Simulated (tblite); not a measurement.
# TePb at GFN1-xTB (tblite): moving one setting at a time

Aim: start from a run with usual settings and see what each changed setting does to the results.

Method: GFN1-xTB (tblite), atoms fixed, no spin polarisation, in tblite 0.8.0.

## Step 1: Starting point

The structure is cubic, space group Fm-3m (No. 225). The conventional cell has a = 6.536 Å, b = 6.536 Å, c = 6.536 Å, α = 90.00°, β = 90.00°, γ = 90.00°. Around Te (site symmetry m-3m) lie 6 Pb at 3.27 Å. Pb (site symmetry m-3m) is surrounded by 6 Te at 3.27 Å.

Coordinates:

```cif
data_structure
_symmetry_space_group_name_H-M 'Fm-3m'
_symmetry_Int_Tables_number 225
_cell_length_a 6.5357
_cell_length_b 6.5357
_cell_length_c 6.5357
_cell_angle_alpha 90.000
_cell_angle_beta 90.000
_cell_angle_gamma 90.000
_cell_volume 279.18
loop_
_atom_site_label
_atom_site_type_symbol
_atom_site_symmetry_multiplicity
_atom_site_Wyckoff_symbol
_atom_site_fract_x
_atom_site_fract_y
_atom_site_fract_z
_atom_site_occupancy
Te1 Te 4 b 0.50000 0.00000 0.00000 1
Pb1 Pb 4 a 0.00000 0.00000 0.00000 1
```

## Step 2: The reference run

Input file run.py:

```python
import json
from ase import Atoms
from ase.build import make_supercell
from ase.units import Bohr, GPa, Hartree
from tblite.interface import Calculator

atoms = Atoms(['Te', 'Pb'],
              cell=[[-0.0, 3.267856, 3.267856], [3.267856, -0.0, 3.267856], [3.267856, 3.267856, -0.0]],
              scaled_positions=[[0.5, 0.5, 0.5], [0.0, 0.0, -0.0]],
              pbc=True)
cluster = make_supercell(atoms, [[-2, 2, 2], [2, -2, 2], [2, 2, -2]])
calc = Calculator('GFN1-xTB', cluster.numbers, cluster.positions / Bohr, lattice=cluster.cell[:] / Bohr, periodic=cluster.pbc)
calc.set('temperature', 0.02 / Hartree)
calc.set('max-iter', 150)
res = calc.singlepoint()
levels = res.get('orbital-energies') * Hartree
nv = round(res.get('orbital-occupations').sum() / 2)
cells = len(cluster) // len(atoms)
out = {'energy_per_cell': res.get('energy') * Hartree / cells, 'homo': levels[nv - 1], 'lumo': levels[nv],
       'stress': (-res.get('virial') * Hartree / cluster.get_volume() / GPa).tolist(), 'charges': res.get('charges')[:len(atoms)].tolist(), 'electrons': 2 * nv / cells}
json.dump(out, open('results.json', 'w'))
for key, value in out.items():
    print(key, value)
```

On the command line:

```bash
$ python run.py
```

What it wrote:

```text
------------------------------------------------------------
  cycle        total energy    energy error   density error
------------------------------------------------------------
      1     -170.2932692137  -1.6975290E+02   7.8865576E-01
      2     -173.6167953165  -3.3235261E+00   4.7875520E-01
      3     -175.5507852896  -1.9339900E+00   2.2656979E-01
      4     -175.9272655107  -3.7648022E-01   1.0956903E-01
      5     -175.9864785204  -5.9213010E-02   7.4271409E-02
      6     -176.0375049366  -5.1026416E-02   2.7570988E-03
      7     -176.0375570765  -5.2139965E-05   9.9786035E-04
      8     -176.0375623243  -5.2477565E-06   6.8040160E-04
      9     -176.0375671171  -4.7928269E-06   1.4774546E-05
     10     -176.0375671173  -1.9795721E-10   1.7893666E-06
------------------------------------------------------------

 total:                                   1.394 sec
energy_per_cell -149.69456855062768
homo -8.90484197074066
lumo -8.434618772288156
stress [[-8.027211396298334, 1.319539921546578e-16, -1.0851960536478696e-15], [1.3251721199902865e-16, -8.027211396298341, 1.4989604525527181e-15], [-1.0848361720797418e-15, 1.4969390385671456e-15, -8.027211396298334]]
charges [-0.4105224949547121, 0.41052896871522204]
electrons 10.0
```

Run time: 1.8 s. Hardware: 1 thread of INTEL XEON PLATINUM 8581C at 2.30GHz (Emerald Rapids), shared host; peak memory 0.11 GiB.

Gap 0.47 eV; pressure -8.0 GPa. The 64 atoms of the cluster fold only a few k-points onto the zone centre, so gap and energy may not be converged in the cluster's size.

## Step 3: Change: accuracy = 0.01

run.py: that of step 2 with these lines changed.

```diff
@@ -14,2 +14,3 @@
 calc.set('max-iter', 150)
+calc.set('accuracy', 0.01)
 res = calc.singlepoint()
```

On the command line:

```bash
$ python run.py
```

What it wrote:

```text
------------------------------------------------------------
  cycle        total energy    energy error   density error
------------------------------------------------------------
      1     -170.2932692137  -1.6975290E+02   7.8865576E-01
      2     -173.6167953165  -3.3235261E+00   4.7875520E-01
      3     -175.5507852896  -1.9339900E+00   2.2656979E-01
      4     -175.9272655107  -3.7648022E-01   1.0956903E-01
      5     -175.9864785204  -5.9213010E-02   7.4271409E-02
      6     -176.0375049366  -5.1026416E-02   2.7570988E-03
      7     -176.0375570765  -5.2139965E-05   9.9786035E-04
      8     -176.0375623243  -5.2477565E-06   6.8040160E-04
      9     -176.0375671171  -4.7928269E-06   1.4774546E-05
     10     -176.0375671173  -1.9795721E-10   1.7893666E-06
     11     -176.0375671174  -4.8487436E-11   5.0723132E-07
     12     -176.0375671174   2.8705927E-12   5.7015041E-07
     13     -176.0375671174  -3.3821834E-12   6.6039293E-08
------------------------------------------------------------

 total:                                   1.571 sec
energy_per_cell -149.69456855066932
homo -8.904841634526425
lumo -8.434623452692444
stress [[-8.027215854169233, -1.5165995379143225e-15, 2.622342150691523e-16], [-1.5160363181472548e-15, -8.027215854169237, 1.1170891644608762e-15], [2.6259409671108047e-16, 1.1150677512584223e-15, -8.027215854169205]]
charges [-0.4105199938913328, 0.41052620660937444]
electrons 10.0
```

Wall time 2 s (1 thread of INTEL XEON PLATINUM 8581C at 2.30GHz (Emerald Rapids), shared host); peak memory 0.11 GiB.

Against the reference run the gap moves by 0.00 eV and the energy by 0.0 meV/atom.

## Step 4: Change: method = IPEA1-xTB

run.py: that of step 3 with these lines changed.

```diff
@@ -11,6 +11,5 @@
 cluster = make_supercell(atoms, [[-2, 2, 2], [2, -2, 2], [2, 2, -2]])
-calc = Calculator('GFN1-xTB', cluster.numbers, cluster.positions / Bohr, lattice=cluster.cell[:] / Bohr, periodic=cluster.pbc)
+calc = Calculator('IPEA1-xTB', cluster.numbers, cluster.positions / Bohr, lattice=cluster.cell[:] / Bohr, periodic=cluster.pbc)
 calc.set('temperature', 0.02 / Hartree)
 calc.set('max-iter', 150)
-calc.set('accuracy', 0.01)
 res = calc.singlepoint()
```

On the command line:

```bash
$ python run.py
```

What it wrote:

```text
------------------------------------------------------------
  cycle        total energy    energy error   density error
------------------------------------------------------------
      1     -155.7919370716  -1.5527551E+02   6.2485160E-01
      2     -162.3124680160  -6.5205309E+00   1.2691434E-01
      3     -162.6914335126  -3.7896550E-01   9.7098301E-02
      4     -161.0234432527   1.6679903E+00   4.0367929E-01
      5     -162.6768337683  -1.6533905E+00   1.0722279E-01
      6     -162.6721168565   4.7169118E-03   1.1271508E-01
      7     -162.6797381504  -7.6212939E-03   1.0389049E-01
      8     -162.7141691020  -3.4430952E-02   5.1362152E-02
      9     -162.7214803255  -7.3112235E-03   3.9522271E-03
     10     -162.7215392034  -5.8877888E-05   1.0198503E-03
     11     -162.7215460551  -6.8517072E-06   8.1190881E-04
     12     -162.7215479541  -1.8990235E-06   3.0414806E-04
     13     -162.7215488155  -8.6137493E-07   2.2017775E-04
     14     -162.7215490077  -1.9225288E-07   3.1373042E-05
     15     -162.7215490108  -3.0403555E-09   2.4239265E-07
------------------------------------------------------------

 total:                                   1.994 sec
energy_per_cell -138.37121514422986
homo -7.3862174696451595
lumo -7.320759117805393
stress [[-7.351912274797656, 9.318518610158755e-14, -1.5569102998851063e-14], [9.318589423339395e-14, -7.351912274785938, -8.726980904548777e-16], [-1.5568625518490374e-14, -8.734700483988888e-16, -7.3519122747966215]]
charges [-0.4849126369306408, 0.484913256452683]
electrons 10.0
```

Run time: 2.4 s. Hardware: 1 thread of INTEL XEON PLATINUM 8581C at 2.30GHz (Emerald Rapids), shared host; peak memory 0.11 GiB.

Totals of another method or basis aren't compared here.

## Step 5: Change: accuracy = 10.0

run.py: that of step 4 with these lines changed.

```diff
@@ -11,5 +11,6 @@
 cluster = make_supercell(atoms, [[-2, 2, 2], [2, -2, 2], [2, 2, -2]])
-calc = Calculator('IPEA1-xTB', cluster.numbers, cluster.positions / Bohr, lattice=cluster.cell[:] / Bohr, periodic=cluster.pbc)
+calc = Calculator('GFN1-xTB', cluster.numbers, cluster.positions / Bohr, lattice=cluster.cell[:] / Bohr, periodic=cluster.pbc)
 calc.set('temperature', 0.02 / Hartree)
 calc.set('max-iter', 150)
+calc.set('accuracy', 10.0)
 res = calc.singlepoint()
```

On the command line:

```bash
$ python run.py
```

What it wrote:

```text
------------------------------------------------------------
  cycle        total energy    energy error   density error
------------------------------------------------------------
      1     -170.2932691690  -1.6975290E+02   7.8865576E-01
      2     -173.6167951155  -3.3235259E+00   4.7875522E-01
      3     -175.5507852476  -1.9339901E+00   2.2656980E-01
      4     -175.9272655344  -3.7648029E-01   1.0956901E-01
      5     -175.9864785357  -5.9213001E-02   7.4271385E-02
      6     -176.0375049193  -5.1026384E-02   2.7571043E-03
      7     -176.0375570595  -5.2140183E-05   9.9786331E-04
      8     -176.0375623073  -5.2477859E-06   6.8040366E-04
      9     -176.0375671001  -4.7928516E-06   1.4774586E-05
------------------------------------------------------------

 total:                                   1.161 sec
energy_per_cell -149.6945685359846
homo -8.904830286507448
lumo -8.434598453739081
stress [[-8.027191875470685, -2.301643992027684e-15, 6.125750254680502e-16], [-2.3010807722082526e-15, -8.027191875470685, -7.048047618086437e-16], [6.129349070078231e-16, -7.068261754839158e-16, -8.027191875470667]]
charges [-0.410521526973914, 0.4105262493558608]
electrons 10.0
```

Wall time 1.6 s (1 thread of INTEL XEON PLATINUM 8581C at 2.30GHz (Emerald Rapids), shared host); peak memory 0.11 GiB.

Against the reference run the gap moves by 0.00 eV and the energy by 0.0 meV/atom.

## Step 6: Change: temperature = 2.0

run.py: that of step 5 with these lines changed.

```diff
@@ -12,5 +12,4 @@
 calc = Calculator('GFN1-xTB', cluster.numbers, cluster.positions / Bohr, lattice=cluster.cell[:] / Bohr, periodic=cluster.pbc)
-calc.set('temperature', 0.02 / Hartree)
+calc.set('temperature', 2.0 / Hartree)
 calc.set('max-iter', 150)
-calc.set('accuracy', 10.0)
 res = calc.singlepoint()
```

On the command line:

```bash
$ python run.py
```

What it wrote:

```text
------------------------------------------------------------
  cycle        total energy    energy error   density error
------------------------------------------------------------
      1     -181.8804697081  -1.8134010E+02   3.9952854E-01
      2     -183.4049882972  -1.5245186E+00   2.0639556E-01
      3     -183.6512083379  -2.4622004E-01   7.0811811E-02
      4     -183.6487955366   2.4128013E-03   1.7037729E-02
      5     -183.6517486254  -2.9530888E-03   3.8634820E-03
      6     -183.6518217924  -7.3166999E-05   2.4229932E-03
      7     -183.6518859893  -6.4196890E-05   1.3975018E-04
      8     -183.6518861874  -1.9812063E-07   4.3529469E-06
------------------------------------------------------------

 total:                                   1.266 sec
energy_per_cell -156.16944903587952
homo -8.504235891429452
lumo -6.557550138715531
stress [[6.501203255034553, 3.2154565388787337e-16, -4.2165501529935713e-16], [3.2211603708958907e-16, 6.501203255034548, 3.931172847568426e-15], [-4.21283374376842e-16, 3.9292698216390574e-15, 6.501203255034509]]
charges [-0.278670259323459, 0.2786725352896049]
electrons 10.0
```

Wall time 1.7 s (1 thread of INTEL XEON PLATINUM 8581C at 2.30GHz (Emerald Rapids), shared host); peak memory 0.11 GiB.

Against the reference run the gap moves by +1.48 eV and the energy by -3237.4 meV/atom. At a high electronic temperature the free energy holds a large −TS term.

## Step 7: Change: cluster = 1x1x1

run.py: that of step 6 with these lines changed.

```diff
@@ -10,5 +10,5 @@
               pbc=True)
-cluster = make_supercell(atoms, [[-2, 2, 2], [2, -2, 2], [2, 2, -2]])
+cluster = make_supercell(atoms, [[-1, 1, 1], [1, -1, 1], [1, 1, -1]])
 calc = Calculator('GFN1-xTB', cluster.numbers, cluster.positions / Bohr, lattice=cluster.cell[:] / Bohr, periodic=cluster.pbc)
-calc.set('temperature', 2.0 / Hartree)
+calc.set('temperature', 0.02 / Hartree)
 calc.set('max-iter', 150)
```

On the command line:

```bash
$ python run.py
```

What it wrote:

```text
------------------------------------------------------------
  cycle        total energy    energy error   density error
------------------------------------------------------------
      1     -22.56130095010  -2.2493755E+01   4.1039876E-01
      2     -22.71959036463  -1.5828941E-01   1.9039659E-01
      3     -22.76048228079  -4.0891916E-02   1.6292485E-02
      4     -22.76080184396  -3.1956317E-04   2.2962219E-03
      5     -22.76080706235  -5.2183871E-06   3.2871086E-04
      6     -22.76080716842  -1.0607109E-07   4.5185219E-06
------------------------------------------------------------

 total:                                   0.045 sec
energy_per_cell -154.8382775215086
homo -10.27298976554018
lumo -2.7197614419732394
stress [[-22.353997944130416, 8.353128397283367e-17, 8.758026979313206e-15], [8.628020637634104e-17, -22.353997944130455, 9.115948491110131e-16], [8.756881903928797e-15, 9.113940117910046e-16, -22.353997944130395]]
charges [-0.19957560522512524, 0.19957560522512674]
electrons 10.0
```

Wall time 0.45 s (1 thread of INTEL XEON PLATINUM 8581C at 2.30GHz (Emerald Rapids), shared host); peak memory 0.094 GiB.

Against the reference run the gap moves by +7.08 eV and the energy by -2571.9 meV/atom. One cell at the zone centre alone can't describe the crystal.

## Step 8: What moved

| change | ends | gap (eV) | energy (meV/atom) | pressure (GPa) | time |
| --- | --- | --- | --- | --- | --- |
| none | converged | 0.47 | 0 | -8.0 | 1.8 s |
| accuracy = 0.01 | converged | 0.00 | 0.0 | 0.0 | 2 s |
| method = IPEA1-xTB | converged | -0.40 | – | +0.7 | 2.4 s |
| accuracy = 10.0 | converged | 0.00 | 0.0 | 0.0 | 1.6 s |
| temperature = 2.0 | converged | +1.48 | -3237.4 | +14.5 | 1.7 s |
| cluster = 1x1x1 | converged | +7.08 | -2571.9 | -14.3 | 0.45 s |

The first row holds values, the others changes from it. Keys are the program's: temperature in eV (tblite) or K (CP2K), cutoffs in Ry, CUTOFP in Å. Among the numerical settings, temperature = 2.0 moves the energy most (-3237.4 meV/atom). The changed runs test settings; they are no properties of the crystal.
